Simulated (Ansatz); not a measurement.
This script makes a rigid torsion scan of C3H4OSe, SMILES C=C[Se]C=O with Ansatz 0.2.0, Python API.

`torsion_c3h4ose.py`
```python
'''Energy of C3H4OSe as one group turns about a bond.'''

import ansatz as az
from ase import Atoms

atoms = Atoms(['C', 'C', 'Se', 'C', 'O', 'H', 'H', 'H', 'H'], positions=[
    (-1.5285, -0.0984, 0.3917),
    (-0.4563, -0.7633, 0.481),
    (1.1221, 0.0502, 1.1431),
    (1.7609, 0.5575, -0.622),
    (1.3623, 1.6237, -1.0894),
    (-1.6017, 1.0067, 0.6723),
    (-2.4534, -0.5167, 0.0029),
    (-0.3997, -1.7873, 0.1793),
    (2.2828, -0.1186, -1.1761),
])

# start the scan from a relaxed geometry
first = (
    az.Crystal.molecule_from_ase(atoms).calculation()
    .basis(gaussian='def2-SVP')
    .functional('R2SCAN0')
    .relax(force_tolerance=0.02, max_steps=80)
)
atoms.positions = first.run(threads=1).report['positions_ang']

start = atoms.get_dihedral(2, 1, 0, 5)
energies = {}
for turn in range(0, 360, 40):
    turned = atoms.copy()
    turned.set_dihedral(2, 1, 0, 5, start + turn, indices=[0, 5, 6])
    job = (
        az.Crystal.molecule_from_ase(turned).calculation()
        .basis(gaussian='def2-SVP')
        .functional('R2SCAN0')
    )
    energies[round((start + turn) % 360)] = job.run(threads=1).report['free_energy_ev']
floor = min(energies.values())
print('dihedral Se2-C1-C0-H5 (deg)   E - E(min) (eV)')
for angle, e in sorted(energies.items()):
    print(f'{angle:8d} {(e - floor):14.3f}  ' + '#' * int(30 * (e - floor) / max(max(energies.values()) - floor, 1e-9)))
```

Where along the turn do the lowest and the highest point lie, and how far apart are they?

The lowest point is at 356° and the highest at 276°, 3.287 eV (317.1 kJ/mol) above it, with the rest of the molecule held.

The output:

```console
$ python torsion_c3h4ose.py
dihedral Se2-C1-C0-H5 (deg)   E - E(min) (eV)
      36          0.841  #######
      76          3.232  #############################
     116          1.893  #################
     156          0.218  #
     196          0.219  ##
     236          1.866  #################
     276          3.287  ##############################
     316          0.853  #######
     356          0.000
```

The scan is rigid and the energies are electronic, in a modest basis. With rigid groups the curve can differ much from the relaxed path, the start wasn't checked as a minimum of this torsion, and equivalent turns needn't return to the same energy. Finished in 4.1 min on 1 thread of Arm Neoverse V2 (shared host), peak memory 0.35 GiB.
